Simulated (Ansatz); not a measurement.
# F2H3O2Si2: the cost of one run

Program: Ansatz 0.2.0, Gaussian basis. Level of theory: functionals in def2-TZVPP, the program's frozen cores in correlated methods. These are calculated values, not measurements.

Levels to be run: PBE-D4, r2SCAN-D4, PBE0-D4, B3LYP-D4, ωB97X-V, ωB97M-V, B2PLYP; CCSD(T)/def2-TZVPP; MP2/def2-QZVPP; extrapolation to the limit.

## 1. The relaxed structure

All runs share one geometry, relaxed beforehand with PBE0-D4 in a triple-zeta def2 set.

SMILES `O[SiH][Si](O)(F)F`, 9 atoms, charge 0, spin multiplicity 2.

Atoms are counted from 1 here; the program's logs count them from 0.

Bond lengths: O1–Si2 1.652 Å, O1–H7 0.960 Å, Si2–Si3 2.331 Å, Si2–H8 1.486 Å, Si3–O4 1.622 Å, Si3–F5 1.594 Å, Si3–F6 1.596 Å, O4–H9 0.959 Å. Angles: Si2–O1–H7 117.1°, O1–Si2–Si3 112.0°, O1–Si2–H8 106.1°, Si3–Si2–H8 113.9°, Si2–Si3–O4 108.6°, Si2–Si3–F5 117.5°, Si2–Si3–F6 106.7°, O4–Si3–F5 108.8°, O4–Si3–F6 111.1°, F5–Si3–F6 104.0°, Si3–O4–H9 119.8°.

## 2. PBE-D4 (GGA)

in.yaml reads:

```yaml
crystal:
  periodic: [false, false, false]
  atoms:
    - {symbol: O, position_ang: [0.287080, 0.153879, 2.494231]}
    - {symbol: Si, position_ang: [1.062135, 0.066064, 1.038023]}
    - {symbol: Si, position_ang: [-0.435077, -0.019134, -0.746214]}
    - {symbol: O, position_ang: [0.372362, 0.303401, -2.114904]}
    - {symbol: F, position_ang: [-1.266743, -1.364625, -0.946085]}
    - {symbol: F, position_ang: [-1.550855, 1.085512, -0.462103]}
    - {symbol: H, position_ang: [-0.414177, 0.803508, 2.577476]}
    - {symbol: H, position_ang: [1.963995, -1.111789, 1.122448]}
    - {symbol: H, position_ang: [-0.018730, 0.083183, -2.962873]}
basis:
  gaussian: {orbitals: def2-TZVPP}
magnetization: {spin_polarized: true, initial_magnetization: 1}
hamiltonian: {xc: pbe, dispersion: d4}
output: {forces: true, orbitals: {seedname: orbitals}}
```

Run with:

```bash
> ansatz run in.yaml --threads 2 --pin off --events-out ev --progress --plain --max-ram 32768MiB --backend cpu
```

What time and memory should one allow on 2 threads of AMD EPYC 7R13, shared host?

About 6.5 s, with a peak of 0.41 GiB.
